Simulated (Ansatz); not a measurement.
# Al₂BH₆ISi: a ladder of functionals and wavefunction methods

The task here is to estimate one member of a computed series from the others.

Method: functionals in def2-TZVPP, the program's frozen cores in correlated methods; program: Ansatz 0.2.0, Gaussian basis.

The runs, in order: LDA (SPW92), PBE-D4, revPBE-D4, BLYP-D4, r2SCAN-D4, B97M-V, PBE0-D4, B3LYP-D4, r2SCANh-D4, r2SCAN0-D4, HSE06-D4, BHLYP-D4, CAM-B3LYP-D4, LC-ωPBE, ωB97X-V, ωB97M-V, B2PLYP, PBE-QIDH; CCSD(T)/def2-SVP; CCSD(T)/def2-TZVPP; MP2/def2-QZVPP; extrapolation to the limit; RPA on PBE.

## The relaxed structure

The geometry comes from an earlier relaxation with PBE0-D4 in a triple-zeta def2 set; it is a stationary point, not always the lowest conformer. I takes the def2 core potential; no spin-orbit term is included.

11 atoms, charge 0, spin multiplicity 1.

Atoms are counted from 1 here; the program's logs count them from 0.

Bond lengths: B1–Al2 2.084 Å, B1–I3 2.495 Å, B1–H6 1.197 Å, B1–H7 1.197 Å, Al2–I3 2.793 Å, Al2–Al4 2.557 Å, I3–Al4 2.836 Å, Al4–Si5 2.449 Å, Al4–H8 1.588 Å, Si5–H9 1.491 Å, Si5–H10 1.492 Å, Si5–H11 1.492 Å. Angles: Al2–B1–I3 74.6°, Al2–B1–H6 119.2°, Al2–B1–H7 119.8°, I3–B1–H6 103.0°, I3–B1–H7 102.8°, H6–B1–H7 119.9°, B1–Al2–I3 59.4°, B1–Al2–Al4 123.3°, I3–Al2–Al4 63.9°, B1–I3–Al2 46.0°, B1–I3–Al4 100.0°, Al2–I3–Al4 54.0°, Al2–Al4–I3 62.1°, Al2–Al4–Si5 115.5°, Al2–Al4–H8 118.2°, I3–Al4–Si5 104.8°, I3–Al4–H8 106.6°, Si5–Al4–H8 125.6° and more.

Set-up of the first run:

in.yaml reads:

```yaml
crystal:
  periodic: [false, false, false]
  atoms:
    - {symbol: B, position_ang: [0.309913, 2.970768, 0.652124]}
    - {symbol: Al, position_ang: [1.243055, 1.141278, 1.007588]}
    - {symbol: I, position_ang: [-0.302588, 1.524777, -1.286693]}
    - {symbol: Al, position_ang: [0.998689, -0.881552, -0.537463]}
    - {symbol: Si, position_ang: [-0.818069, -2.425635, 0.023131]}
    - {symbol: H, position_ang: [-0.748222, 3.195242, 1.164687]}
    - {symbol: H, position_ang: [0.922482, 3.859868, 0.135719]}
    - {symbol: H, position_ang: [2.131066, -1.139953, -1.620193]}
    - {symbol: H, position_ang: [-1.577864, -2.879464, -1.177209]}
    - {symbol: H, position_ang: [-0.302309, -3.645986, 0.710322]}
    - {symbol: H, position_ang: [-1.790953, -1.776241, 0.948588]}
basis:
  gaussian: {orbitals: def2-TZVPP}
hamiltonian: {xc: lda}
output: {orbitals: {seedname: orbitals}}
```

Steps of the session up to this table: LDA; PBE-D4 (GGA); revPBE-D4 (GGA); BLYP-D4 (GGA); r2SCAN-D4 (meta-GGA); B97M-V (meta-GGA); PBE0-D4 (hybrid); B3LYP-D4 (hybrid); r2SCANh-D4 (hybrid); r2SCAN0-D4 (hybrid); HSE06-D4 (hybrid); BHLYP-D4 (hybrid); CAM-B3LYP-D4 (range-separated); LC-ωPBE (range-separated); ωB97X-V (range-separated); ωB97M-V (range-separated); B2PLYP (double hybrid); PBE-QIDH (double hybrid).

One of the session's tables, all rows but one given; the rest of the session is left out.

It belongs to the step «Orbital energies across the functionals». 

| functional | HOMO (eV) | LUMO (eV) | gap (eV) |
| --- | --- | --- | --- |
| LDA (SPW92) | -5.74 | -3.10 | 2.65 |
| PBE-D4 | -5.64 | -2.92 | 2.71 |
| revPBE-D4 | -5.59 | -2.85 | 2.74 |
| BLYP-D4 | -5.48 | -2.74 | 2.74 |
| r2SCAN-D4 | -5.84 | -2.80 | 3.04 |
| B97M-V | -5.86 | -2.84 | 3.02 |
| PBE0-D4 | -6.56 | -2.25 | 4.32 |
| B3LYP-D4 | -6.38 | -2.36 | 4.02 |
| r2SCANh-D4 | -6.18 | -2.55 | 3.62 |
| r2SCAN0-D4 | -6.69 | -2.19 | 4.50 |
| HSE06-D4 | -6.18 | -2.61 | 3.57 |
| BHLYP-D4 | -7.37 | -1.43 | 5.94 |
| CAM-B3LYP-D4 | -7.71 | -1.25 | 6.46 |
| LC-ωPBE | -8.94 | -0.34 | 8.59 |
| ωB97X-V | ? | ? | ? |
| ωB97M-V | -8.38 | -0.60 | 7.79 |

**Question.** Estimate the row for ωB97X-V.

**Answer.** HOMO (eV): -8.65; LUMO (eV): -0.40; gap (eV): 8.24. In the column «HOMO (eV)» it lies between LC-ωPBE (-8.94) and ωB97M-V (-8.38).
